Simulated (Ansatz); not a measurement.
# C2H5BO: basis-set convergence

The task here is to estimate one member of a computed series from the others.

Computed with Ansatz 0.2.0, Gaussian basis. Level: one geometry, several basis sets.

Plan: PBE0-D4/def2-SVP; ωB97M-V/def2-SVP; PBE0-D4/def2-QZVPP; ωB97M-V/def2-QZVPP; the functionals' def2-TZVPP values are taken from earlier runs.

### Structure used throughout

All runs share one geometry, relaxed beforehand with PBE0-D4 in a triple-zeta def2 set.

SMILES `BOC=C`, 9 atoms, charge 0, spin multiplicity 1.

Atoms are counted from 1 here; the program's logs count them from 0.

Bond lengths: B1–O2 1.350 Å, B1–H5 1.193 Å, B1–H6 1.201 Å, O2–C3 1.366 Å, C3–C4 1.321 Å, C3–H7 1.087 Å, C4–H8 1.081 Å, C4–H9 1.083 Å. Angles: O2–B1–H5 116.7°, O2–B1–H6 119.8°, H5–B1–H6 123.6°, B1–O2–C3 122.1°, O2–C3–C4 121.5°, O2–C3–H7 114.8°, C4–C3–H7 123.7°, C3–C4–H8 119.7°, C3–C4–H9 121.3°, H8–C4–H9 119.0°.

The first run:

Contents of in.yaml:

```yaml
crystal:
  periodic: [false, false, false]
  atoms:
    - {symbol: B, position_ang: [-0.224530, 1.789153, -0.266952]}
    - {symbol: O, position_ang: [0.096156, 0.521867, -0.603838]}
    - {symbol: C, position_ang: [0.011683, -0.509917, 0.286927]}
    - {symbol: C, position_ang: [0.329567, -1.745116, -0.055362]}
    - {symbol: H, position_ang: [-0.114890, 2.614692, -1.121877]}
    - {symbol: H, position_ang: [-0.597482, 2.033617, 0.847723]}
    - {symbol: H, position_ang: [-0.332702, -0.228661, 1.279174]}
    - {symbol: H, position_ang: [0.251826, -2.540031, 0.672901]}
    - {symbol: H, position_ang: [0.668874, -1.981805, -1.055797]}
basis:
  gaussian: {orbitals: def2-SVP}
hamiltonian: {xc: pbe0, dispersion: d4}
output: {orbitals: {seedname: orbitals}}
```

Among the steps run: PBE0-D4 in def2-SVP; ωB97M-V in def2-SVP; PBE0-D4 in def2-QZVPP; ωB97M-V in def2-QZVPP.

One of the session's tables, all rows but one given; the rest of the session is left out.

It belongs to the step «Density functionals: the series». 

| functional | basis | HOMO (eV) |
| --- | --- | --- |
| PBE0-D4 | def2-SVP | -7.49 |
| PBE0-D4 | def2-TZVPP | ? |
| PBE0-D4 | def2-QZVPP | -7.52 |
| ωB97M-V | def2-SVP | -9.73 |
| ωB97M-V | def2-TZVPP | -9.75 |
| ωB97M-V | def2-QZVPP | -9.76 |

**Question.** Estimate the row for PBE0-D4, def2-TZVPP.

The run gave: HOMO (eV): -7.51. In the column «HOMO (eV)» it lies between PBE0-D4, def2-QZVPP (-7.52) and PBE0-D4, def2-SVP (-7.49).
